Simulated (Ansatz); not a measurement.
# GdAl5: the cost of one run

Computed with Ansatz 0.2.0 (DFT PBE, scalar-relativistic, plane waves, PAW, unless a step's input says otherwise).

## (1) The starting structure

Symmetry: F-43m, No. 216, cubic system. The conventional cell has a = 7.744 Å, b = 7.744 Å, c = 7.744 Å, α = 90.00°, β = 90.00°, γ = 90.00°. Gd (site symmetry -43m) has 16 Al at 3.21 to 3.35 Å as nearest neighbours. Al (site symmetry -43m) has 12 Al at 3.21 Å and 4 Gd at 3.35 Å as nearest neighbours. Al (site symmetry 3m) is surrounded by 6 Al at 2.73 to 2.74 Å.

Structure file:

```
CELL_PARAMETERS angstrom
0.00000 3.87176 3.87176
3.87176 0.00000 3.87176
3.87176 3.87176 0.00000
ATOMIC_POSITIONS crystal
Gd 0.00000 0.00000 0.00000
Al 0.75000 0.75000 0.75000
Al 0.37529 0.37529 0.87413
Al 0.37529 0.87413 0.37529
Al 0.87413 0.37529 0.37529
Al 0.37529 0.37529 0.37529
```

The cell was relaxed beforehand at this level, from a database cell with other species swapped in; it is a trial structure. At a tolerance of 0.05 Å it has space group F-43m (No. 216); it has 19.35 Å³/atom, an uncorrected energy of -0.17 eV/atom over the elements.

## (2) Electronic structure at the relaxed geometry

The input, input.yaml:

```yaml
crystal:
  lattice:
    - [0.0, 3.8717618788, 3.8717618788]
    - [3.8717618788, 0.0, 3.8717618788]
    - [3.8717618788, 3.8717618788, 0.0]
  atoms:
    - { symbol: Gd, position: [0.0, 0.0, 0.0], spin: 7.95 }
    - { symbol: Al, position: [0.75, 0.75, 0.75] }
    - { symbol: Al, position: [0.3752897336, 0.3752897336, 0.8741307993] }
    - { symbol: Al, position: [0.3752897336, 0.8741307993, 0.3752897336] }
    - { symbol: Al, position: [0.8741307993, 0.3752897336, 0.3752897336] }
    - { symbol: Al, position: [0.3752897336, 0.3752897336, 0.3752897336] }
basis:
  ecutwfc: 420
kpoints:
  mp_grid: { grid: [8, 8, 8] }
  band_path:
    path:
      - [[0.0, 0.0, 0.0], [-0.5, -0.5, 0.0], [-0.375, -0.375, 0.25]]
      - [[-0.375, 0.0, 0.375], [0.0, 0.0, 0.0], [0.0, 0.0, 0.5], [-0.5, -0.25, 0.25], [-0.5, -0.5, 0.0]]
    npoints: 14
hamiltonian:
  xc: pbe
scf:
  occupations: { method: gaussian, width: 0.1 }
  n_extra_bands: 15
output:
  forces: true
  stress: true
  eigenvalues: true
  populations: true
  dos: { projected: true, de: 0.02, nscf_kmesh: { grid: [10, 10, 10] } }
  bader: true
magnetization:
  spin_polarized: true
checkpoint:
  read: start.run
  write: ck
  compress: false
  write_wavefunctions: false
  write_every: 100000
```

Command:

```bash
$ ansatz run input.yaml --threads 1 --pin off --max-ram 2048MiB --backend cpu --events-out ev --progress --plain --runs-dir out
```

**Question.** How long does this run take on 1 thread of AMD EPYC 9R14 (Zen 4), shared host, and how much memory does it need?

About 58 s, with a peak of 0.63 GiB.
